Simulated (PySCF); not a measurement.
# trans-Hf(PH3)2Cl4: geometry, NMR shifts and electronic excitations

Wanted: the NMR shifts and electronic excitations of trans-Hf(PH3)2Cl4 (`[PH3]->[Hf](<-[PH3])([Cl])([Cl])([Cl])[Cl]`), by calculation.

Computed with PySCF 2.14.0, with density-fitted response routines of our own, on a single molecule in the gas phase. Atoms count from 0, in the outputs and in this text.

### 1 The molecule as given

13 atoms, charge 0, multiplicity 1; geometry from: GFN2-xTB. The atoms were then displaced at random by about 0.03 Å, so the start is not that level's minimum.

Bonds of the start (Å): Hf0–P1 2.80, Hf0–P5 2.83, Hf0–Cl9 2.31, Hf0–Cl10 2.43, Hf0–Cl11 2.43, Hf0–Cl12 2.23, P1–H2 1.35, P1–H3 1.42, P1–H4 1.37, P5–H6 1.39, P5–H7 1.34, P5–H8 1.34.

### 2 Optimising the geometry at PBE0-D3(BJ)/def2-SVP

The job: settings as JSON, then the geometry in Å.

```
{"job": {"xc": "PBE0", "basis": "def2-SVP", "d3": "d3bj", "grid": 1, "maxiter": 40, "shake": 0.03, "kind": "geom"}, "charge": 0, "multiplicity": 1}
Hf     0.131870    -0.032440     0.012360
P     -0.128740    -0.016930     2.798120
H      0.684010     0.794860     3.504660
H      0.616300    -1.178090     3.145730
H     -1.080870    -0.107770     3.773530
P      0.010610    -0.042090    -2.815740
H      0.835070     0.713930    -3.642660
H     -1.106880     0.625620    -3.126270
H     -0.181860    -1.051790    -3.681280
Cl     2.242670     0.124140     0.942260
Cl    -2.284690     0.110240    -0.151070
Cl     0.285850     2.267930    -0.746980
Cl     0.007310    -2.259720     0.009550
```

Run with:

```bash
$ OMP_NUM_THREADS=1 python probes_run.py task.json out
```

This one command runs all jobs of the session in turn.

**Question.** This job is followed by: GIAO PBE0/pcSseg-1 Hf:def2-TZVP NMR shielding, non-relativistic, gas phase; TDDFT CAM-B3LYP/def2-SVPD, vertical, gas phase, core orbitals frozen in the response; GIAO B3LYP/pcSseg-1 Hf:def2-TZVP NMR shielding, non-relativistic, gas phase. What will the session give for the following? point group; rotational constants (main isotopes); 1H shifts against TMS (PBE0/def2-TZVP+pcSseg-1, means over atoms taken as alike); 31P shifts against H3PO4 (PBE0/def2-TZVP+pcSseg-1, means over atoms taken as alike); 35Cl shifts against HCl (PBE0/def2-TZVP+pcSseg-1, means over atoms taken as alike); surface potential, 1st and 99th percentile; lowest singlet (CAM-B3LYP/def2-SVPD); brightest single state of those computed; lowest triplet; vertical ionisation energy (ΔSCF); vertical electron affinity (ΔSCF); range of the shift of P1.

**Answer**, as computed:

| quantity | value |
| --- | --- |
| point group | C1 |
| rotational constants (main isotopes) | 0.66, 0.51, 0.51 GHz |
| 1H shifts against TMS (PBE0/def2-TZVP+pcSseg-1, means over atoms taken as alike) | 3.79 ppm |
| 31P shifts against H3PO4 (PBE0/def2-TZVP+pcSseg-1, means over atoms taken as alike) | -193.7 ppm |
| 35Cl shifts against HCl (PBE0/def2-TZVP+pcSseg-1, means over atoms taken as alike) | 433 ppm |
| surface potential, 1st and 99th percentile | -0.96 V and 1.49 V |
| lowest singlet (CAM-B3LYP/def2-SVPD) | 5.09 eV (244 nm), f = 0.001 |
| brightest single state of those computed | state 9, 5.57 eV, f = 0.047 |
| lowest triplet | 4.80 eV |
| vertical ionisation energy (ΔSCF) | 10.09 eV |
| vertical electron affinity (ΔSCF) | 0.83 eV |
| range of the shift of P1 | -193.7 to -184.3 ppm |

What this shows: The start was shaken at random, so part of the energy gained undoes that. Relaxing lowered the energy by 0.866 eV in 12 steps; the close pair that moved most is Hf0–Cl12, from 2.231 to 2.397 Å. At PBE0/def2-TZVP+pcSseg-1: The largest span, 472 ppm, is at Cl9, Cl10, Cl11, Cl12, where the paramagnetic term is -640 ppm. At PBE0/def2-TZVP+pcSseg-1, counted by nearest atom on the grid, the HOMO lies on Cl9, Cl11 about 28 % each; Cl10, Cl12 about 21 % each, the LUMO on Hf0 54 %; P1 10 %. The first singlet state (HOMO−1→LUMO+1 0.34, HOMO−1→LUMO 0.30) lies at 5.09 eV and is weak; of the 10 states computed, the strongest absorption comes from states 8 to 10 together at 5.57 eV (the last computed, so partners may be missing). The lowest triplet lies 0.28 eV below the lowest singlet (triplets in Tamm-Dancoff, singlets in full TDDFT). Spin-orbit coupling, left out, mixes singlets and triplets in elements this heavy. The orbital energy would give 9.49 eV for ionisation, ΔSCF gives 10.09 eV. Across the 2 runs the shift of P1 (with its like atoms) moves most, between -193.7 (PBE0/def2-TZVP+pcSseg-1) and -184.3 ppm (B3LYP/def2-TZVP+pcSseg-1). Spin-orbit coupling is left out, which matters for shieldings and couplings at and beside the heavy atoms.
